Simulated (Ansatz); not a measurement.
# SiGeH₇ (doublet): from Hartree-Fock to the top rungs at distance Ge1–H5 along a hydrogen transfer = 1.650 Å, cc-pVDZ

Aim: climb from Hartree-Fock through coupled cluster and multireference methods for SiGeH₇ (doublet) at one geometry and basis, and see what each rung misses.

The runs use Ansatz 0.2.0, Gaussian basis; cc-pVDZ, core rule «outside noble gas», up to 19 orbitals frozen.

Plan: UHF; CCSD(T) on ROHF; CCSD(T) on UHF; BCCD(T) on ROHF; CISD; CCSDT(Q) on ROHF; CCSDT(Q) on UHF; CASSCF and MRCISD+Q, 3 electrons in 3 orbitals; CASSCF and NEVPT2, 3 electrons in 3 orbitals; CASSCF and MRCISD+Q, 9 electrons in 9 orbitals; CASSCF and NEVPT2, 9 electrons in 9 orbitals.

## Step 1: The system

The geometry derives from fragments relaxed apart (PBE0/def2-TZVP) and kept rigid, so it is no stationary point. A hydrogen atom is moved between rigid fragments. No spin-orbit coupling is included. The filled d shell of Ge may be among the frozen orbitals whatever the setting's name suggests; the logs give the count.

9 atoms, charge 0, spin multiplicity 2.

Atoms are counted from 1 here; the program's logs count them from 0.

Bond lengths: Ge1–H2 1.534 Å, Ge1–H3 1.534 Å, Ge1–H4 1.534 Å, Ge1–H5 1.650 Å, Si6–H7 1.486 Å, Si6–H8 1.486 Å, Si6–H9 1.486 Å. Angles: H2–Ge1–H3 109.5°, H2–Ge1–H4 109.5°, H2–Ge1–H5 109.5°, H3–Ge1–H4 109.5°, H3–Ge1–H5 109.5°, H4–Ge1–H5 109.5°, H7–Si6–H8 111.3°, H7–Si6–H9 111.3°, H8–Si6–H9 111.3°.

## Step 2: UHF

The input, in.yaml:

```yaml
crystal:
  periodic: [false, false, false]
  atoms:
    - {symbol: Ge, position_ang: [-1.106764, 0.000000, 0.000000]}
    - {symbol: H, position_ang: [-1.618214, 1.446599, 0.000000]}
    - {symbol: H, position_ang: [-1.618214, -0.723300, 1.252792]}
    - {symbol: H, position_ang: [-1.618214, -0.723299, -1.252792]}
    - {symbol: H, position_ang: [0.543236, 0.000000, 0.000000]}
    - {symbol: Si, position_ang: [2.680236, 0.000000, 0.000000]}
    - {symbol: H, position_ang: [3.130210, -1.416253, 0.000000]}
    - {symbol: H, position_ang: [3.130210, 0.708127, -1.226511]}
    - {symbol: H, position_ang: [3.130210, 0.708127, 1.226511]}
basis:
  gaussian: {orbitals: cc-pVDZ}
magnetization: {spin_polarized: true, initial_magnetization: 1}
hamiltonian: {xc: hf}
output: {orbitals: {seedname: orbitals}}
```

Launch:

```bash
> ansatz run in.yaml --threads 1 --pin off --events-out ev --progress --plain --max-ram 2816MiB --backend cpu
```

The runs that follow: CCSD(T) on ROHF; CCSD(T) on UHF; BCCD(T) on ROHF; CISD; CCSDT(Q) on ROHF; CCSDT(Q) on UHF; CASSCF and MRCISD+Q, 3 electrons in 3 orbitals; CASSCF and NEVPT2, 3 electrons in 3 orbitals; CASSCF and MRCISD+Q, 9 electrons in 9 orbitals; CASSCF and NEVPT2, 9 electrons in 9 orbitals.

Q: Predict the results of all the runs planned. Wanted: UCCSDT(Q) below the RHF energy; RMP2 from UCCSDT(Q); UMP2 from UCCSDT(Q); RCCSD from UCCSDT(Q); RCCSD(T) from UCCSDT(Q); UCCSD(T) from UCCSDT(Q); RCCSDT(Q) from UCCSDT(Q); NEVPT2 pair from UCCSDT(Q); NEVPT2 frontier from UCCSDT(Q).

As calculated:

```
                         quantity                                                   value
   UCCSDT(Q) below the RHF energy                                              -7.6682 eV
              RMP2 from UCCSDT(Q)                                             +1728.8 meV
              UMP2 from UCCSDT(Q)                                             +1730.3 meV
             RCCSD from UCCSDT(Q)                                              +191.6 meV
          RCCSD(T) from UCCSDT(Q)                                               +40.3 meV
          UCCSD(T) from UCCSDT(Q)                                               +40.2 meV
         RCCSDT(Q) from UCCSDT(Q)                                                +0.7 meV
       NEVPT2 pair from UCCSDT(Q)                                             +1713.4 meV
   NEVPT2 frontier from UCCSDT(Q)                                             +1557.8 meV
levels within 1 kcal/mol (43 meV)  RCCSD(T), UCCSD(T), BCCD(T), RCCSDT, UCCSDT, RCCSDT(Q)
                    T1 diagnostic                                                   0.017
```

What this shows: RCCSD(T) misses by +40.3 meV, 0.5 % of the correlation energy. Of the multireference levels listed NEVPT2 frontier comes nearest in total energy (+1557.8 meV), which doesn't show that its space is the better one. These misses are within one basis, not against nature; the frozen cores of restricted and unrestricted runs differ, which can shift their rows.
